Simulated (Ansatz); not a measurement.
Predict the output of the script below (Ansatz 0.2.0, Python API).

The script, `h5opsesi_field.py`:
```python
# -*- coding: utf-8 -*-
import ansatz as az
import numpy as np

GEOMETRY = '''
O    -1.07980   -1.09410    1.36610
P    -1.18440   -0.80310   -0.36350
Si    0.22890    0.87290   -0.33050
Se    2.42010    0.07090    0.12320
H    -0.44340   -1.76200    1.46540
H    -2.33900    0.09050   -0.30740
H     0.29280    1.55190   -1.61710
H    -0.08810    1.84280    0.72590
H     2.28140   -0.81620   -1.07900
'''

molecule = az.Crystal.molecule()
for line in GEOMETRY.strip().splitlines():
    symbol, *xyz = line.split()
    molecule = molecule.atom(symbol, [float(v) for v in xyz])

job = molecule.calculation().basis(gaussian='def2-SVPD').functional('CAM-B3LYP').forces()
centre = np.mean([site.position_ang for site in molecule.cartesian_sites], axis=0)
field = 2 * 14.399645 * 3.0 / 40.0 ** 2


def dipole(axis, sign):
    arm = 40.0 * np.eye(3)[axis]
    pair = [{'charge': sign * 3.0, 'position_ang': (centre - arm).tolist()}, {'charge': -sign * 3.0, 'position_ang': (centre + arm).tolist()}]
    deck = job.input().set(az.key.basis.gaussian.point_charges, pair)
    return np.array(az.Session.from_dict(deck).plan().execute().report['charge_distribution']['dipole_moment_e_ang'])


print(f'field {field:.4f} V/A')
alpha = np.array([(dipole(axis, 1) - dipole(axis, -1)) / (2 * field) * 14.399645 for axis in range(3)])
print('polarisability tensor (A^3)')
print(np.array2string(alpha, precision=3, suppress_small=True))
print(f'mean {np.trace(alpha) / 3:.3f} A^3 = {np.trace(alpha) / 3 / 0.14818471:.2f} bohr^3')
```

Running `python h5opsesi_field.py` prints:
```text
field 0.0540 V/A
polarisability tensor (A^3)
[[16.064  0.47   0.321]
 [ 0.47  12.462 -0.523]
 [ 0.312 -0.527 11.405]]
mean 13.310 A^3 = 89.82 bohr^3
```

The geometry is a force-field or estimated start, not a minimum of this method, and the basis set is short of its limit. The field of two point charges is only nearly even. The whole script took 81 s on 1 thread of Arm Neoverse V1 (shared host), peak memory 0.59 GiB.
